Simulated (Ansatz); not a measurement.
# NiO: the cost of one run

Computed with Ansatz 0.2.0 (DFT PBEsol+U (U_eff = 4 eV on Ni d), plane waves, PAW, unless a step's input says otherwise).

## 1. The starting structure

It takes space group Fm-3m (No. 225, cubic). The conventional cell has a = 4.183 Å, b = 4.183 Å, c = 4.183 Å, α = 90.00°, β = 90.00°, γ = 90.00°. Ni (site symmetry m-3m) is surrounded by 6 O at 2.09 Å. O (site symmetry m-3m) has 6 Ni at 2.09 Å as nearest neighbours.

As a file:

```cif
data_structure
_symmetry_space_group_name_H-M 'P 1'
_symmetry_Int_Tables_number 1
_cell_length_a 2.9576
_cell_length_b 2.9576
_cell_length_c 2.9576
_cell_angle_alpha 60.000
_cell_angle_beta 60.000
_cell_angle_gamma 60.000
_cell_volume 18.29
loop_
_atom_site_label
_atom_site_type_symbol
_atom_site_fract_x
_atom_site_fract_y
_atom_site_fract_z
_atom_site_occupancy
Ni1 Ni 0.00000 0.00000 0.00000 1
O1 O 0.50000 0.50000 0.50000 1
```

An earlier series on this cell reached its lowest free state from «ferromagnetic start, free, symmetry kept, no search», perhaps among other starts.

## 2. Ferromagnetic start, free, default search

The input, input.yaml:

```yaml
crystal:
  lattice:
    - [0.0, 2.09130951, 2.09130951]
    - [2.09130951, 0.0, 2.09130951]
    - [2.09130951, 2.09130951, 0.0]
  atoms:
    - { symbol: Ni, position: [0.0, 0.0, 0.0], spin: 2.0 }
    - { symbol: O, position: [0.5, 0.5, 0.5] }
basis:
  ecutwfc: 420
  ecutrho_ratio: 4
kpoints:
  mp_grid: { grid: [8, 8, 8] }
hamiltonian:
  xc: pbesol
  hubbard: { sites: [{ site: 0, l: d, u_eff: 4.0 }] }
scf:
  occupations: { method: gaussian, width: 0.05 }
output:
  forces: true
  stress: true
  eigenvalues: true
  populations: true
  hubbard: { sites: [{ site: 0, l: d }] }
magnetization:
  spin_polarized: true
```

The run is started by

```sh
> ansatz run input.yaml --threads 2 --pin off --max-ram 3072MiB --backend cpu --events-out ev --progress --plain --runs-dir out
```

What time and memory should one allow on 2 threads of Arm Neoverse V1, shared host?

About 2.3 s, with a peak of 0.29 GiB.
